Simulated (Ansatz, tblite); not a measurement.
**In14As14 wurtzite off sphere (In₁₄As₁₄H₃₄): a ladder of methods and basis sets**

Aim: run the singlet of In14As14 wurtzite off sphere (In₁₄As₁₄H₃₄) at one geometry on many levels, and compare frontier levels, spin and run time.

Program: Ansatz 0.2.0, Gaussian basis. Level of theory: as each input shows. These are calculated values, not measurements.

Levels to be run: GFN1-xTB, GFN2-xTB, PBE-D4/def2-SVP, r2SCAN-D4/def2-SVP, r2SCANh-D4/def2-SVP, r2SCAN-D4/def2-mTZVP.

1 further run of the same task is left out (set aside as unsound or not needed).

## 1. The relaxed structure

The singlet was relaxed beforehand with PBE-D4/def2-SVP.

62 atoms, charge 0, spin multiplicity 1.

Bond lengths: As1–In2 2.768 Å, As1–In5 2.687 Å, As1–H29 1.529 Å, As1–H30 1.528 Å, In2–As4 2.690 Å, In2–H31 1.736 Å, In2–H32 1.746 Å, In3–As4 2.727 Å, In3–As8 2.736 Å, In3–H33 1.746 Å, In3–H34 1.736 Å, As4–In10 2.642 Å, As4–H35 1.530 Å, In5–As6 2.728 Å, In5–As9 2.635 Å, In5–H36 1.737 Å, As6–In11 2.704 Å, As6–H37 1.527 Å and more. Angles: In2–As1–In5 122.2°, In2–As1–H29 114.4°, In2–As1–H30 108.4°, In5–As1–H29 106.6°, In5–As1–H30 105.1°, H29–As1–H30 96.7°, As1–In2–As4 88.0°, As1–In2–H31 107.1°, As1–In2–H32 102.2°, As4–In2–H31 112.4°, As4–In2–H32 110.8°, H31–In2–H32 127.8°, As4–In3–As8 96.6°, As4–In3–H33 104.7°, As4–In3–H34 108.7°, As8–In3–H33 104.8°, As8–In3–H34 108.4°, H33–In3–H34 128.9° and more.

In takes a core potential in the def2 sets. No spin-orbit coupling is included.

PBE0-D4/def2-SVP was run before; its log isn't repeated, and its numbers join the tables.

## 2. GFN1-xTB

Tight binding, by tblite at 300 K electronic temperature and without a spin-polarisation term:

```python
tblite.interface.Calculator('GFN1-xTB', numbers, positions, charge=0, uhf=0).singlepoint()
```

Energy -2000.7798 eV, HOMO -9.19 eV, LUMO -6.76 eV; 1.1 s.

## 3. GFN2-xTB

Tight binding, by tblite at 300 K electronic temperature and without a spin-polarisation term:

```python
tblite.interface.Calculator('GFN2-xTB', numbers, positions, charge=0, uhf=0).singlepoint()
```

Energy -1838.4212 eV, HOMO -10.05 eV, LUMO -7.40 eV; 1.1 s.

## 4. PBE-D4/def2-SVP

start.molden holds the orbitals of an earlier run on this state, given as this run's starting guess.

Input file in.yaml:

```yaml
crystal:
  periodic: [false, false, false]
  atoms:
    - {symbol: As, position_ang: [-1.755170, -5.213378, -0.569232]}
    - {symbol: In, position_ang: [-3.932759, -4.148073, 0.766135]}
    - {symbol: In, position_ang: [-3.878031, -2.159152, -3.414392]}
    - {symbol: As, position_ang: [-3.629022, -1.919450, -0.709174]}
    - {symbol: In, position_ang: [0.756006, -4.374237, -0.111175]}
    - {symbol: As, position_ang: [0.540690, -4.237467, 2.604590]}
    - {symbol: In, position_ang: [0.533135, -2.038362, -3.411501]}
    - {symbol: As, position_ang: [-1.656225, -0.701347, -4.065566]}
    - {symbol: As, position_ang: [0.700753, -1.821270, -0.762580]}
    - {symbol: In, position_ang: [-1.490257, -0.597856, 0.103989]}
    - {symbol: In, position_ang: [0.636879, -1.882796, 3.929746]}
    - {symbol: As, position_ang: [-1.396499, -0.585399, 2.801174]}
    - {symbol: In, position_ang: [-1.765937, 1.853263, -3.335836]}
    - {symbol: As, position_ang: [-1.543233, 1.909720, -0.694440]}
    - {symbol: In, position_ang: [-3.937123, 2.988910, -0.100444]}
    - {symbol: In, position_ang: [-1.574442, 1.824775, 3.952802]}
    - {symbol: As, position_ang: [-3.636137, 2.947618, 2.654428]}
    - {symbol: As, position_ang: [2.647510, -0.476500, -4.115451]}
    - {symbol: In, position_ang: [2.944878, -0.629584, 0.074372]}
    - {symbol: As, position_ang: [2.646820, -0.569077, 2.774850]}
    - {symbol: In, position_ang: [3.048927, 2.056051, -3.225293]}
    - {symbol: As, position_ang: [0.632688, 2.918307, -4.088957]}
    - {symbol: As, position_ang: [2.820652, 1.932065, -0.604455]}
    - {symbol: In, position_ang: [0.611843, 3.252006, 0.101330]}
    - {symbol: In, position_ang: [2.701696, 1.824644, 3.974082]}
    - {symbol: As, position_ang: [0.570372, 2.924420, 2.799813]}
    - {symbol: In, position_ang: [5.093723, 3.238667, 0.032369]}
    - {symbol: As, position_ang: [4.774491, 3.039674, 2.775626]}
    - {symbol: H, position_ang: [-1.709888, -6.741328, -0.586631]}
    - {symbol: H, position_ang: [-1.971127, -5.025586, -2.069842]}
    - {symbol: H, position_ang: [-5.325206, -5.070675, 0.292163]}
    - {symbol: H, position_ang: [-3.301362, -3.916701, 2.377312]}
    - {symbol: H, position_ang: [-3.440257, -3.814506, -3.754381]}
    - {symbol: H, position_ang: [-5.282950, -1.275512, -3.924489]}
    - {symbol: H, position_ang: [-4.720154, -0.947789, -0.255411]}
    - {symbol: H, position_ang: [2.065505, -5.410133, -0.591287]}
    - {symbol: H, position_ang: [-0.778649, -4.892312, 3.008416]}
    - {symbol: H, position_ang: [1.462215, -5.245547, 3.291039]}
    - {symbol: H, position_ang: [0.719223, -3.644733, -4.067222]}
    - {symbol: H, position_ang: [-1.615356, -0.666512, -5.597035]}
    - {symbol: H, position_ang: [0.664380, -2.069638, 5.657996]}
    - {symbol: H, position_ang: [-2.631714, -1.363951, 3.255491]}
    - {symbol: H, position_ang: [-3.048268, 2.780397, -4.069014]}
    - {symbol: H, position_ang: [-5.162462, 1.783652, -0.378544]}
    - {symbol: H, position_ang: [-3.945119, 4.679254, -0.502776]}
    - {symbol: H, position_ang: [-1.643603, 1.851710, 5.691437]}
    - {symbol: H, position_ang: [-4.882661, 2.405192, 3.354953]}
    - {symbol: H, position_ang: [-3.730634, 4.354438, 3.245559]}
    - {symbol: H, position_ang: [2.844488, -0.498829, -5.632252]}
    - {symbol: H, position_ang: [3.908172, -1.269547, -3.774418]}
    - {symbol: H, position_ang: [4.398947, -1.486991, -0.375994]}
    - {symbol: H, position_ang: [3.885112, -1.269554, 3.341394]}
    - {symbol: H, position_ang: [4.390345, 2.831782, -4.020409]}
    - {symbol: H, position_ang: [0.693987, 3.099217, -5.606817]}
    - {symbol: H, position_ang: [0.573958, 4.406754, -3.748944]}
    - {symbol: H, position_ang: [0.637002, 4.943438, -0.333237]}
    - {symbol: H, position_ang: [2.725380, 1.810189, 5.714873]}
    - {symbol: H, position_ang: [0.567925, 4.343013, 3.376799]}
    - {symbol: H, position_ang: [6.455520, 2.210294, -0.305944]}
    - {symbol: H, position_ang: [4.891912, 4.934837, -0.294324]}
    - {symbol: H, position_ang: [6.014836, 2.447373, 3.445275]}
    - {symbol: H, position_ang: [4.872077, 4.405928, 3.454659]}
basis:
  gaussian: {orbitals: def2-SVP, fitting: {mean_field: def2-universal-jkfit}, initial_orbitals: start.molden}
hamiltonian: {xc: pbe, dispersion: d4}
scf: {omitted_lower_state_checks: [starts]}
output: {orbitals: {seedname: orbitals}}
```

Run with:

```
> ansatz run in.yaml --threads 10 --pin off --events-out ev --progress --plain --max-ram 110592MiB --backend cuda --devices 0, --max-vram 75GiB
```

Further steps of the session: r2SCAN-D4/def2-SVP; r2SCANh-D4/def2-SVP; r2SCAN-D4/def2-mTZVP.

**Question.** What will the summary of the whole plan be? Wanted: gap in def2-SVP, named functionals, smallest and largest; binding an atom, functionals in def2-SVP.

**Answer**, as computed:

| quantity | value |
| --- | --- |
| gap in def2-SVP, named functionals, smallest and largest | 2.95 eV (PBE-D4), 4.51 eV (PBE0-D4) |
| binding an atom, functionals in def2-SVP | 2.41 (r2SCANh-D4) to 2.42 eV (r2SCAN-D4) |

**Reading.** Orbital gaps of the named functionals in def2-SVP span 2.95 eV (PBE-D4) to 4.51 eV (PBE0-D4); exact exchange widens it.
